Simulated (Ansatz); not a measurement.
# H₈OSSi₃: up Jacob's ladder to CCSD(T)

An exercise on one series of results from a longer session: the logs are not shown, and one member is left open.

Computed with Ansatz 0.2.0, Gaussian basis. Level: functionals in def2-TZVPP, the program's frozen cores in correlated methods.

Plan: PBE-D4, r2SCAN-D4, PBE0-D4, B3LYP-D4, ωB97X-V, ωB97M-V, B2PLYP; CCSD(T)/def2-TZVPP; MP2/def2-QZVPP; extrapolation to the limit.

## Structure used throughout

The geometry comes from an earlier relaxation with PBE0-D4 in a triple-zeta def2 set; it is a stationary point, not always the lowest conformer.

SMILES `O[SiH2][SiH]([SiH3])S`, 13 atoms, charge 0, spin multiplicity 1.

Atoms are counted from 1 here; the program's logs count them from 0.

Bond lengths: O1–Si2 1.657 Å, O1–H6 0.958 Å, Si2–Si3 2.337 Å, Si2–H7 1.492 Å, Si2–H8 1.491 Å, Si3–Si4 2.337 Å, Si3–S5 2.148 Å, Si3–H9 1.492 Å, Si4–H10 1.487 Å, Si4–H11 1.488 Å, Si4–H12 1.486 Å, S5–H13 1.346 Å. Angles: Si2–O1–H6 118.0°, O1–Si2–Si3 104.3°, O1–Si2–H7 111.3°, O1–Si2–H8 110.9°, Si3–Si2–H7 112.3°, Si3–Si2–H8 110.6°, H7–Si2–H8 107.4°, Si2–Si3–Si4 111.9°, Si2–Si3–S5 106.0°, Si2–Si3–H9 110.5°, Si4–Si3–S5 107.4°, Si4–Si3–H9 109.3°, S5–Si3–H9 111.7°, Si3–Si4–H10 110.6°, Si3–Si4–H11 109.5°, Si3–Si4–H12 109.8°, H10–Si4–H11 108.8°, H10–Si4–H12 109.1° and more.

Set-up of the first run:

Input file in.yaml:

```yaml
crystal:
  periodic: [false, false, false]
  atoms:
    - {symbol: O, position_ang: [-2.299478, 0.392930, 1.448510]}
    - {symbol: Si, position_ang: [-0.900114, -0.480443, 1.292793]}
    - {symbol: Si, position_ang: [0.385072, 0.751274, -0.221717]}
    - {symbol: Si, position_ang: [2.023669, -0.563318, -1.246344]}
    - {symbol: S, position_ang: [-0.968503, 1.401216, -1.758304]}
    - {symbol: H, position_ang: [-3.011527, 0.014302, 1.966147]}
    - {symbol: H, position_ang: [-0.217152, -0.650272, 2.608166]}
    - {symbol: H, position_ang: [-1.180004, -1.843388, 0.756691]}
    - {symbol: H, position_ang: [1.035547, 1.905406, 0.464234]}
    - {symbol: H, position_ang: [2.690193, 0.189444, -2.342235]}
    - {symbol: H, position_ang: [3.048806, -0.952606, -0.240002]}
    - {symbol: H, position_ang: [1.405518, -1.793056, -1.807556]}
    - {symbol: H, position_ang: [-1.991725, 1.593710, -0.905679]}
basis:
  gaussian: {orbitals: def2-TZVPP}
hamiltonian: {xc: pbe, dispersion: d4}
output: {forces: true, orbitals: {seedname: orbitals}}
```

On the command line:

```sh
$ ansatz run in.yaml --threads 4 --pin off --events-out ev --progress --plain --max-ram 10444MiB
```

Among the steps run: PBE-D4 (GGA); r2SCAN-D4 (meta-GGA); PBE0-D4 (hybrid); B3LYP-D4 (hybrid); ωB97X-V (range-separated); ωB97M-V (range-separated); B2PLYP (double hybrid); CCSD(T) in def2-TZVPP; MP2 in def2-QZVPP.

One table of the session follows, with a row left open; its other results are not shown here.

| method | atomisation energy (kJ/mol) |
| --- | --- |
| PBE-D4 | 4029.2 |
| r2SCAN-D4 | 4048.4 |
| PBE0-D4 | 3998.2 |
| B3LYP-D4 | 4029.2 |
| ωB97X-V | ? |
| ωB97M-V | 4049.7 |
| B2PLYP | 3968.7 |
| HF/def2-TZVPP | 2974.3 |
| MP2/def2-TZVPP | 3938.9 |
| CCSD/def2-TZVPP | 3885.1 |
| CCSD(T)/def2-TZVPP | 3934.6 |
| MP2/CBS | 4061.9 |
| CCSD(T)/CBS | 4057.6 |

Q: Estimate the row for ωB97X-V from the others.

The run gave: atomisation energy (kJ/mol): 4082.9. In the column «atomisation energy (kJ/mol)» it is the highest.

Caveats from the session: Free atoms (1 O, 3 Si, 1 S, 8 H) were run apart at each level; the atomisation energy is their sum less the molecule, without zero-point or spin-orbit terms.
